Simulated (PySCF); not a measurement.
**C₃H₁₀BPSi: a tour of settings**

Which settings matter for C₃H₁₀BPSi (`BP[SiH2]C(=C)C`)?

The runs use PySCF 2.14.0, with density-fitted response routines of our own; the level of theory stands in each step. All values are computed, except where a source is named. Atoms are numbered from 0 throughout.

### 1 The starting structure

16 atoms, charge 0, multiplicity 1; geometry from: GFN2-xTB.

Bonds of the start (Å): B0–P1 1.83, P1–Si2 2.24, Si2–C3 1.89, C3–C4 1.33, C3–C5 1.50, B0–H6 1.17, B0–H7 1.17, P1–H8 1.38, Si2–H9 1.47, Si2–H10 1.47, C4–H11 1.08, C4–H12 1.08, C5–H13 1.09, C5–H14 1.09, C5–H15 1.09.

### 2 Nuclear shieldings: PBE0/pcSseg-1

What the job is given:

```
{"job": {"kind": "nmr", "xc": "PBE0", "basis": "pcSseg-1"}, "charge": 0, "multiplicity": 1}
B      2.391197     0.357372     1.337981
P      1.712029     1.325390    -0.055414
Si     0.315105    -0.015308    -1.173642
C     -1.084188    -0.443561     0.023894
C     -1.491319    -1.689199     0.227561
C     -1.695407     0.712456     0.754088
H      1.636739    -0.132674     2.087675
H      3.539529     0.337281     1.554277
H      2.761878     1.405682    -0.944380
H     -0.165686     0.800945    -2.297046
H      0.938408    -1.243616    -1.689053
H     -1.056852    -2.524688    -0.294899
H     -2.280487    -1.928103     0.925316
H     -2.441498     0.381443     1.474179
H     -0.919599     1.271934     1.278864
H     -2.167449     1.393590     0.046672
```

With the program's defaults for keys left out, this is: GIAO PBE0/pcSseg-1 NMR shielding, non-relativistic, gas phase.

On the command line:

```bash
> OMP_NUM_THREADS=1 python probes_run.py task.json out
```

The driver reads the jobs from task.json and runs them one after another.

Output:

```text
coarse grid: 13792 points
cycle   1  E = -775.4387109059  dE =  3.529e-01  |g| = 3.641e-01  |ddm| = 3.502e+00
cycle   2  E = -775.4304793357  dE =  8.232e-03  |g| = 4.028e-01  |ddm| = 7.843e-01
cycle   3  E = -775.4775124476  dE = -4.703e-02  |g| = 3.640e-02  |ddm| = 4.687e-01
cycle   4  E = -775.4778207753  dE = -3.083e-04  |g| = 2.097e-02  |ddm| = 6.914e-02
cycle   5  E = -775.4779330441  dE = -1.123e-04  |g| = 5.673e-03  |ddm| = 2.538e-02
cycle   6  E = -775.4779401086  dE = -7.065e-06  |g| = 2.593e-03  |ddm| = 7.475e-03
final grid: 122408 points
cycle   7  E = -775.5125175019  dE = -2.697e-05  |g| = 8.130e-03  |ddm| = 2.694e-02
cycle   8  E = -775.5125015889  dE =  1.591e-05  |g| = 1.093e-02  |ddm| = 1.832e-02
cycle   9  E = -775.5125355086  dE = -3.392e-05  |g| = 1.507e-03  |ddm| = 1.193e-02
cycle  10  E = -775.5125361071  dE = -5.985e-07  |g| = 2.932e-04  |ddm| = 1.573e-03
cycle  11  E = -775.5125361300  dE = -2.282e-08  |g| = 7.928e-05  |ddm| = 4.236e-04
cycle  12  E = -775.5125361318  dE = -1.854e-09  |g| = 2.301e-05  |ddm| = 1.199e-04
cycle  13  E = -775.5125361320  dE = -1.530e-10  |g| = 3.808e-06  |ddm| = 2.575e-05
converged SCF energy = -775.5125361320

GIAO shielding tensors (ppm)
atom      isotropic    diamagn.    paramagn.     s11        s22        s33       span
  0 B       13.864     197.735    -183.871    -96.604     -9.984    148.180    244.784
  1 P      485.794     971.175    -485.381    334.383    521.566    601.432    267.049
  2 Si     397.765     882.067    -484.302    348.139    394.311    450.846    102.707
  3 C       38.787     263.862    -225.075    -74.064     17.436    172.989    247.052
  4 C       49.784     252.509    -202.725    -65.962     70.382    144.933    210.895
  5 C      158.726     247.668     -88.942    146.095    147.428    182.655     36.560
  6 H       23.361      31.072      -7.711     13.390     26.987     29.706     16.316
  7 H       22.818      29.592      -6.775     13.756     26.872     27.824     14.068
  8 H       28.718      31.135      -2.417     23.845     26.192     36.116     12.271
  9 H       26.824      29.894      -3.071     23.782     24.913     31.775      7.993
 10 H       26.893      30.767      -3.873     23.229     25.463     31.988      8.759
 11 H       25.865      31.748      -5.883     22.457     24.602     30.536      8.080
 12 H       25.481      30.718      -5.237     21.858     25.084     29.502      7.644
 13 H       29.623      30.211      -0.588     26.118     27.895     34.856      8.738
 14 H       29.166      31.137      -1.972     24.161     30.322     33.014      8.853
 15 H       29.554      29.296       0.258     25.748     27.990     34.925      9.177
```

Wall time 21 s (1 thread of Intel Xeon 6975P-C, shared host); peak memory 0.75 GiB.

The references, computed at this level on geometries of the same kind, shield at (ppm): ¹H TMS 31.72, ¹³C TMS 186.9, ²⁹Si TMS 349.2, ³¹P H3PO4 318.4, ¹¹B BF3·OEt2 100.1. Their shielding less the atom's gives the shift. The references are single molecules in the gas phase, so shifts against H2O, NH3, PH3, H3PO4 or CFCl3 are not on the usual liquid scales and can be off by tens of ppm. Atoms listed in one row are averaged.

```tsv
atoms	environment	σ (ppm)	δ (ppm)	δ scaled to CDCl3
C3	fully substituted alkene carbon	38.8	148.1	142.7
C4	terminal =CH2 carbon	49.8	137.1	131.9
C5	allylic methyl carbon	158.7	28.2	25.6
H6, H7	hydrogen on a boron bonded to P	23.09	8.63	–
H12	hydrogen on a terminal =CH2 carbon	25.48	6.24	5.98
H11	hydrogen on a terminal =CH2 carbon	25.86	5.85	5.62
H9, H10	hydrogen on a silicon bonded to C, P	26.86	4.86	–
H8	hydrogen on a phosphorus bonded to B, Si	28.72	3.00	–
H13, H14, H15	hydrogen on an allylic methyl carbon	29.45	2.27	2.24
B0	boron bonded to P, 2 H	13.9	86.2	–
P1	phosphorus bonded to B, Si, H	485.8	-167.4	–
Si2	silicon bonded to C, P, 2 H	397.8	-48.6	–
```

The scaled column applies a straight-line fit of computed shieldings to shifts measured in CDCl3 (root-mean-square error 0.16 ppm for H, 1.9 ppm for C).

The run also stored atomic charges by several schemes (e):

```tsv
atoms	Mulliken	IAO	Hirshfeld	ESP fit
B0	-0.07	-0.24	0.05	0.22
P1	-0.31	0.02	-0.01	-0.35
Si2	0.56	0.59	0.30	0.24
C3	-0.60	-0.23	-0.08	0.18
C4	-0.07	-0.30	-0.10	-0.51
C5	-0.18	-0.42	-0.12	-0.48
```

Mayer bond orders: B0–P1 1.24, P1–Si2 0.93, Si2–C3 0.87, C3–C4 1.98, C3–C5 1.04.

The fields below are evaluated on a grid from the run's orbitals.

Frontier orbitals at PBE0/pcSseg-1, with the share of their density that lies nearest to each atom:

```tsv
orbital	energy (eV)	lies on
HOMO	-7.36	P1 55 %; B0 13 %; H8 7 %
LUMO	-1.70	B0 46 %; H6, H7 about 13 % each; P1 12 %
```

ELF in a plane through or near 5 of the atoms.

Values, 10 rows by 14 columns:
```
0.00 0.00 0.00 0.00 0.00 0.00 0.00 0.00 0.00 0.00 0.00 0.00 0.00 0.00
0.00 0.00 0.00 0.00 0.00 0.00 0.00 0.00 0.00 0.00 0.00 0.00 0.00 0.00
0.00 0.00 0.00 0.00 0.01 0.01 0.00 0.20 0.05 0.25 0.18 0.00 0.00 0.00
0.00 0.00 0.00 0.10 0.42 0.29 0.01 0.99 0.73 0.99 0.99 0.07 0.00 0.00
0.00 0.00 0.01 0.27 0.71 0.62 0.19 0.52 0.19 0.62 0.43 0.01 0.00 0.00
0.00 0.00 0.09 0.91 0.12 0.16 0.81 0.39 0.52 0.23 0.02 0.00 0.00 0.00
0.00 0.00 0.44 1.00 0.85 0.58 0.12 0.20 0.30 0.17 0.05 0.00 0.00 0.00
0.00 0.00 0.00 0.16 0.02 0.10 0.77 0.94 0.16 0.00 0.00 0.00 0.00 0.00
0.00 0.00 0.00 0.00 0.00 0.01 0.11 0.24 0.03 0.00 0.00 0.00 0.00 0.00
0.00 0.00 0.00 0.00 0.00 0.00 0.00 0.00 0.00 0.00 0.00 0.00 0.00 0.00
```
The map spans 12.2 Å across and 9.7 Å up, centred on the molecule. Atoms in the plane (x, y in Å): P1 (-2.0, 0.0), C5 (1.4, 0.9), H8 (-3.0, -0.9), H13 (2.2, 1.5), H14 (0.5, 1.5).

On the surface of density 0.002 e/bohr³ the electrostatic potential runs, from the 1st to the 99th percentile, from -0.65 V near P1 to 0.94 V near H8.

### 3 Ultraviolet spectrum: PBE0/def2-SVPD

Same as in step 2 but for these lines:

```diff
@@ -1,2 +1,2 @@
-{"job": {"kind": "nmr", "xc": "PBE0", "basis": "pcSseg-1"}, "charge": 0, "multiplicity": 1}
+{"job": {"kind": "uv", "xc": "PBE0", "basis": "def2-SVPD", "nstates": 6, "ntriplets": 2}, "charge": 0, "multiplicity": 1}
 B      2.391197     0.357372     1.337981
```

Method: TDDFT PBE0/def2-SVPD, vertical, gas phase, core orbitals frozen in the response.

Output:

```text
coarse grid: 13792 points
cycle   1  E = -775.1334868598  dE =  3.108e-01  |g| = 3.448e-01  |ddm| = 5.292e+00
cycle   2  E = -775.1245065952  dE =  8.980e-03  |g| = 3.860e-01  |ddm| = 1.313e+00
cycle   3  E = -775.1699557178  dE = -4.545e-02  |g| = 3.929e-02  |ddm| = 6.887e-01
cycle   4  E = -775.1703424159  dE = -3.867e-04  |g| = 2.205e-02  |ddm| = 1.232e-01
cycle   5  E = -775.1704756988  dE = -1.333e-04  |g| = 6.246e-03  |ddm| = 4.803e-02
cycle   6  E = -775.1704856761  dE = -9.977e-06  |g| = 2.162e-03  |ddm| = 1.227e-02
final grid: 122408 points
cycle   7  E = -775.2655459184  dE = -2.779e-05  |g| = 7.417e-03  |ddm| = 9.748e-02
cycle   8  E = -775.2655325558  dE =  1.336e-05  |g| = 9.820e-03  |ddm| = 2.813e-02
cycle   9  E = -775.2655621698  dE = -2.961e-05  |g| = 1.266e-03  |ddm| = 1.723e-02
cycle  10  E = -775.2655626207  dE = -4.508e-07  |g| = 2.873e-04  |ddm| = 2.381e-03
cycle  11  E = -775.2655626431  dE = -2.243e-08  |g| = 8.043e-05  |ddm| = 6.937e-04
cycle  12  E = -775.2655626451  dE = -1.977e-09  |g| = 2.439e-05  |ddm| = 1.979e-04
cycle  13  E = -775.2655626452  dE = -1.810e-10  |g| = 4.440e-06  |ddm| = 5.679e-05
converged SCF energy = -775.2655626452

Static polarisability (au): isotropic 106.493, principal 93.664 103.989 121.827

Singlet excitations
state   eV       nm        f      main configurations
  1   4.6821    264.8   0.06350   H->L 0.89
  2   5.0224    246.9   0.00949   H-1->L 0.92
  3   5.7512    215.6   0.02456   H-2->L 0.69, H-4->L 0.17, H-3->L 0.09
  4   5.9414    208.7   0.03361   H->L+1 0.91
  5   6.0287    205.7   0.04632   H-3->L 0.63, H-4->L 0.27
  6   6.2081    199.7   0.00178   H-4->L 0.52, H-2->L 0.26, H-3->L 0.18

Triplet excitations (Tamm-Dancoff, eV): 3.4139 4.1899
```

It took 24 s on 1 thread of Intel Xeon 6975P-C, shared host; peak memory 0.86 GiB.

Frontier orbitals and where they lie:

```tsv
orbital	eV	atoms
HOMO−3	-9.03	Si2 20 %, P1 19 %, B0 15 %
HOMO−2	-8.69	C3 23 %, Si2 19 %, P1 14 %
HOMO−1	-7.73	C4 32 %, C3 29 %, P1 8 %
HOMO	-7.33	P1 53 %, B0 16 %, Si2 8 %
LUMO	-1.72	B0 46 %, P1 23 %, Si2 9 %
LUMO+1	-0.40	C4 32 %, C3 28 %, Si2 10 %
LUMO+2	0.41	P1 21 %, Si2 17 %, B0 12 %
```

With each of the 6 states as a Gaussian band of 0.4 eV half-width at 1/e, the curve within the window shown has maxima at 264 nm (ε 2,800), 209 nm (ε 4,000) L/(mol cm). Beyond the last state computed it falls off for lack of states. The curve at chosen wavelengths:

| nm | ε (L/mol/cm) |
| --- | --- |
| 191 | 698 |
| 196 | 1694 |
| 200 | 2697 |
| 205 | 3710 |
| 209 | 3991 |
| 214 | 3606 |
| 218 | 2920 |
| 223 | 1986 |
| 227 | 1396 |
| 232 | 987 |
| 236 | 928 |
| 241 | 1132 |
| 245 | 1452 |
| 250 | 1941 |
| 254 | 2315 |
| 259 | 2653 |
| 263 | 2765 |
| 268 | 2686 |
| 272 | 2470 |
| 277 | 2074 |
| 281 | 1713 |
| 286 | 1272 |
| 290 | 961 |
| 295 | 644 |
| 299 | 452 |
| 304 | 279 |

Leading natural transition orbitals of singlet state 1: the hole lies on P1 52 %; B0 18 %; H7, H8 about 7 % each; the particle on B0 44 %; H6, H7 about 12 % each; P1 11 %.

Ground-state properties from the same run:

```tsv
property	computed
dipole moment (D)	0.94
polarisability (Å³)	15.78
HOMO–LUMO gap (eV)	5.61
−ε(HOMO) (eV)	7.33
```

### 4 TDDFT and polarisability: HCTH407/def2-SVPD

Same as in step 3 but for these lines:

```diff
@@ -1,2 +1,2 @@
-{"job": {"kind": "uv", "xc": "PBE0", "basis": "def2-SVPD", "nstates": 6, "ntriplets": 2}, "charge": 0, "multiplicity": 1}
+{"job": {"kind": "uv", "xc": "HCTH407", "basis": "def2-SVPD", "nstates": 12, "ntriplets": 5, "tda": false, "scf": {"level_shift": 0.2}}, "charge": 0, "multiplicity": 1}
 B      2.391197     0.357372     1.337981
```

With the program's defaults for keys left out, this is: TDDFT HCTH407/def2-SVPD, vertical, gas phase, core orbitals frozen in the response.

Output:

```text
final grid: 122408 points
cycle   1  E = -775.7559571286  dE =  1.413e-01  |g| = 3.208e-01  |ddm| = 5.326e+00
cycle   2  E = -775.7732633278  dE = -1.731e-02  |g| = 2.599e-01  |ddm| = 1.096e+00
cycle   3  E = -775.7913152980  dE = -1.805e-02  |g| = 4.895e-02  |ddm| = 4.255e-01
cycle   4  E = -775.7921228921  dE = -8.076e-04  |g| = 1.536e-02  |ddm| = 1.323e-01
cycle   5  E = -775.7921921498  dE = -6.926e-05  |g| = 4.391e-03  |ddm| = 4.274e-02
cycle   6  E = -775.7921970482  dE = -4.898e-06  |g| = 2.273e-03  |ddm| = 1.469e-02
cycle   7  E = -775.7921984705  dE = -1.422e-06  |g| = 5.812e-04  |ddm| = 5.470e-03
cycle   8  E = -775.7921985911  dE = -1.206e-07  |g| = 1.661e-04  |ddm| = 2.068e-03
cycle   9  E = -775.7921986045  dE = -1.344e-08  |g| = 5.461e-05  |ddm| = 7.572e-04
cycle  10  E = -775.7921986065  dE = -2.019e-09  |g| = 2.218e-05  |ddm| = 2.974e-04
cycle  11  E = -775.7921986070  dE = -4.397e-10  |g| = 9.403e-06  |ddm| = 1.285e-04
level shift removed, Fock matrix diagonalised once more
converged SCF energy = -775.7921986070

Static polarisability (au): isotropic 108.855, principal 95.686 106.660 124.219

Singlet excitations
state   eV       nm        f      main configurations
  1   4.0969    302.6   0.00760   H-1->L 0.82, H->L 0.17
  2   4.4491    278.7   0.04874   H->L 0.76, H-1->L 0.17
  3   5.0199    247.0   0.00488   H-2->L 0.94
  4   5.0577    245.1   0.00862   H->L+1 0.91
  5   5.5141    224.8   0.05889   H-3->L 0.87
  6   5.8244    212.9   0.01265   H-4->L 0.95
  7   6.0457    205.1   0.01128   H->L+2 0.78
  8   6.2358    198.8   0.02738   H-1->L+2 0.45, H-5->L 0.38
  9   6.2708    197.7   0.02409   H-1->L+2 0.39, H-5->L 0.32, H->L+3 0.21
 10   6.2890    197.1   0.03046   H-2->L+1 0.47, H->L+3 0.23, H-1->L+1 0.09
 11   6.3962    193.8   0.12730   H->L+3 0.33, H-5->L 0.20, H->L+2 0.11
 12   6.4325    192.7   0.02053   H-2->L+1 0.36, H-1->L+3 0.19, H-1->L+1 0.14

Triplet excitations (Tamm-Dancoff, eV): 3.2424 4.0293 4.3274 4.8002 4.9763
```

It took 28 s on 1 thread of Intel Xeon 6975P-C, shared host; peak memory 0.64 GiB.

Key values: HOMO -6.47 eV, LUMO -2.68 eV; lowest singlet 4.10 eV.

### 5 Nuclear shieldings: PBE0/pcSseg-1

Same as in step 4 but for these lines:

```diff
@@ -1,2 +1,2 @@
-{"job": {"kind": "uv", "xc": "HCTH407", "basis": "def2-SVPD", "nstates": 12, "ntriplets": 5, "tda": false, "scf": {"level_shift": 0.2}}, "charge": 0, "multiplicity": 1}
+{"job": {"kind": "nmr", "xc": "PBE0", "basis": "pcSseg-1", "pop": false}, "charge": 0, "multiplicity": 1}
 B      2.391197     0.357372     1.337981
```

Method: GIAO PBE0/pcSseg-1 NMR shielding, non-relativistic, gas phase.

Output:

```text
coarse grid: 13792 points
cycle   1  E = -775.4387109059  dE =  3.529e-01  |g| = 3.641e-01  |ddm| = 3.502e+00
cycle   2  E = -775.4304793357  dE =  8.232e-03  |g| = 4.028e-01  |ddm| = 7.843e-01
cycle   3  E = -775.4775124476  dE = -4.703e-02  |g| = 3.640e-02  |ddm| = 4.687e-01
cycle   4  E = -775.4778207753  dE = -3.083e-04  |g| = 2.097e-02  |ddm| = 6.914e-02
cycle   5  E = -775.4779330441  dE = -1.123e-04  |g| = 5.673e-03  |ddm| = 2.538e-02
cycle   6  E = -775.4779401086  dE = -7.065e-06  |g| = 2.593e-03  |ddm| = 7.475e-03
final grid: 122408 points
cycle   7  E = -775.5125175019  dE = -2.697e-05  |g| = 8.130e-03  |ddm| = 2.694e-02
cycle   8  E = -775.5125015889  dE =  1.591e-05  |g| = 1.093e-02  |ddm| = 1.832e-02
cycle   9  E = -775.5125355086  dE = -3.392e-05  |g| = 1.507e-03  |ddm| = 1.193e-02
cycle  10  E = -775.5125361071  dE = -5.985e-07  |g| = 2.932e-04  |ddm| = 1.573e-03
cycle  11  E = -775.5125361300  dE = -2.282e-08  |g| = 7.928e-05  |ddm| = 4.236e-04
cycle  12  E = -775.5125361318  dE = -1.854e-09  |g| = 2.301e-05  |ddm| = 1.199e-04
cycle  13  E = -775.5125361320  dE = -1.530e-10  |g| = 3.808e-06  |ddm| = 2.575e-05
converged SCF energy = -775.5125361320

GIAO shielding tensors (ppm)
atom      isotropic    diamagn.    paramagn.     s11        s22        s33       span
  0 B       13.864     197.735    -183.871    -96.604     -9.984    148.180    244.784
  1 P      485.794     971.175    -485.381    334.383    521.566    601.432    267.049
  2 Si     397.765     882.067    -484.302    348.139    394.311    450.846    102.707
  3 C       38.787     263.862    -225.075    -74.064     17.436    172.989    247.052
  4 C       49.784     252.509    -202.725    -65.962     70.382    144.933    210.895
  5 C      158.726     247.668     -88.942    146.095    147.428    182.655     36.560
  6 H       23.361      31.072      -7.711     13.390     26.987     29.706     16.316
  7 H       22.818      29.592      -6.775     13.756     26.872     27.824     14.068
  8 H       28.718      31.135      -2.417     23.845     26.192     36.116     12.271
  9 H       26.824      29.894      -3.071     23.782     24.913     31.775      7.993
 10 H       26.893      30.767      -3.873     23.229     25.463     31.988      8.759
 11 H       25.865      31.748      -5.883     22.457     24.602     30.536      8.080
 12 H       25.481      30.718      -5.237     21.858     25.084     29.502      7.644
 13 H       29.623      30.211      -0.588     26.118     27.895     34.856      8.738
 14 H       29.166      31.137      -1.972     24.161     30.322     33.014      8.853
 15 H       29.554      29.296       0.258     25.748     27.990     34.925      9.177
```

It took 14 s on 1 thread of Intel Xeon 6975P-C, shared host; peak memory 0.77 GiB.

Key values: δ C3 148.1, C4 137.1, C5 28.2, B0 86.2, H6 8.63, H12 6.24 ppm (means over like atoms).

### 6 Nuclear shieldings: BP86/aug-cc-pVDZ

Same as in step 5 but for these lines:

```diff
@@ -1,2 +1,2 @@
-{"job": {"kind": "nmr", "xc": "PBE0", "basis": "pcSseg-1", "pop": false}, "charge": 0, "multiplicity": 1}
+{"job": {"kind": "nmr", "xc": "BP86", "basis": "aug-cc-pVDZ", "pop": true, "scf": {"conv": 1e-06}}, "charge": 0, "multiplicity": 1}
 B      2.391197     0.357372     1.337981
```

Method: GIAO BP86/aug-cc-pVDZ NMR shielding, non-relativistic, gas phase.

Output:

```text
final grid: 122408 points
cycle   1  E = -775.9703974172  dE =  2.945e-01  |g| = 5.187e-01  |ddm| = 1.520e+01
cycle   2  E = -775.8352741401  dE =  1.351e-01  |g| = 8.289e-01  |ddm| = 4.781e+00
cycle   3  E = -776.0504965914  dE = -2.152e-01  |g| = 1.091e-01  |ddm| = 2.597e+00
cycle   4  E = -776.0542282410  dE = -3.732e-03  |g| = 4.927e-02  |ddm| = 4.609e-01
cycle   5  E = -776.0549262434  dE = -6.980e-04  |g| = 1.844e-02  |ddm| = 1.578e-01
cycle   6  E = -776.0550228708  dE = -9.663e-05  |g| = 7.830e-03  |ddm| = 6.001e-02
cycle   7  E = -776.0550394312  dE = -1.656e-05  |g| = 2.297e-03  |ddm| = 2.128e-02
cycle   8  E = -776.0550412115  dE = -1.780e-06  |g| = 6.061e-04  |ddm| = 7.419e-03
cycle   9  E = -776.0550413294  dE = -1.179e-07  |g| = 1.525e-04  |ddm| = 2.072e-03
converged SCF energy = -776.0550413294

GIAO shielding tensors (ppm)
atom      isotropic    diamagn.    paramagn.     s11        s22        s33       span
  0 B       28.333     239.543    -211.211    -72.696      7.106    150.587    223.282
  1 P      519.202     965.009    -445.807    385.351    558.620    613.635    228.284
  2 Si     442.414     903.960    -461.546    387.862    442.675    496.705    108.844
  3 C       52.557     178.624    -126.067    -42.744     25.891    174.524    217.268
  4 C       69.270     218.095    -148.825    -29.040     83.278    153.571    182.612
  5 C      166.538     210.508     -43.970    153.176    155.994    190.444     37.268
  6 H       23.164      33.381     -10.217     13.080     27.196     29.217     16.137
  7 H       22.716      24.836      -2.120     13.406     27.017     27.726     14.320
  8 H       28.529      27.154       1.375     24.015     26.589     34.984     10.969
  9 H       26.550      29.144      -2.594     23.590     24.808     31.252      7.663
 10 H       26.660      31.376      -4.716     23.241     25.197     31.541      8.299
 11 H       25.949      36.405     -10.456     22.964     24.791     30.091      7.127
 12 H       25.489      40.560     -15.071     22.213     25.410     28.843      6.629
 13 H       29.558      33.796      -4.239     26.709     28.043     33.921      7.212
 14 H       29.104      29.791      -0.687     24.491     30.456     32.365      7.873
 15 H       29.578      26.024       3.554     26.239     28.175     34.321      8.082
```

It took 33 s on 1 thread of Intel Xeon 6975P-C, shared host; peak memory 0.74 GiB.

Key values: σ C3 52.6, C4 69.3, C5 166.5, B0 28.3, H6 22.94, H12 25.49 ppm (means over like atoms).

### 7 Run by run: electronic excitations

Excitations and ground-state properties, with basis size and wall time:

```tsv
run	lowest singlet (eV)	brightest (eV)	f	gap (eV)	α (Å³)	μ (D)	functions	time
PBE0/def2-SVPD	4.68	4.68	0.064	5.61	15.78	0.94	208	24 s
HCTH407/def2-SVPD	4.10	6.40	0.127	3.78	16.13	1.00	208	28 s
```

### 8 Results

| quantity | value |
| --- | --- |
| ¹³C shifts against TMS (PBE0/pcSseg-1) | 148.1, 137.1, 28.2 ppm |
| ¹H shifts against TMS (PBE0/pcSseg-1, means over atoms taken as alike) | 8.63, 6.24, 5.85, 4.86, 3.00, 2.27 ppm |
| ¹¹B shifts against BF3·OEt2 (PBE0/pcSseg-1) | 86.2 ppm |
| ³¹P shifts against H3PO4 (PBE0/pcSseg-1) | -167.4 ppm |
| ²⁹Si shifts against TMS (PBE0/pcSseg-1) | -48.6 ppm |
| potential on the surface of density 0.002 e/bohr³, 1st and 99th percentile | -0.65 V and 0.94 V |
| lowest singlet (PBE0/def2-SVPD) | 4.68 eV (265 nm), f = 0.064 |
| lowest triplet | 3.41 eV |
| range of the lowest singlet | 4.10 to 4.68 eV |

**Reading.** Single values in the summary come from the first sound run of each kind (PBE0/pcSseg-1; PBE0/def2-SVPD), which need not be the best level. C3 (fully substituted alkene carbon) lies farthest downfield among carbon, at 148.1 ppm; as expected for a trigonal carbon in a double bond. At PBE0/pcSseg-1: Shielding is most anisotropic at P1 (span 267 ppm, paramagnetic term -485 ppm). At PBE0/pcSseg-1, counted by nearest atom on the grid, the HOMO lies on P1 55 %; B0 13 %, the LUMO on B0 46 %; H6, H7 about 13 % each. The lowest singlet, at 4.68 eV, is HOMO→LUMO 0.89 and is bright. The lowest triplet lies 1.27 eV below the lowest singlet (triplets in Tamm-Dancoff, singlets in full TDDFT). The lowest singlet runs from 4.10 eV (HCTH407/def2-SVPD) to 4.68 eV (PBE0/def2-SVPD), while the orbital gap spans 3.78 to 5.61 eV: the excitation energy moves far less from run to run than the orbital gap does. The lowest state need not be the same one in every run. The runs solved for a few states only, so the brightest column depends on that window.
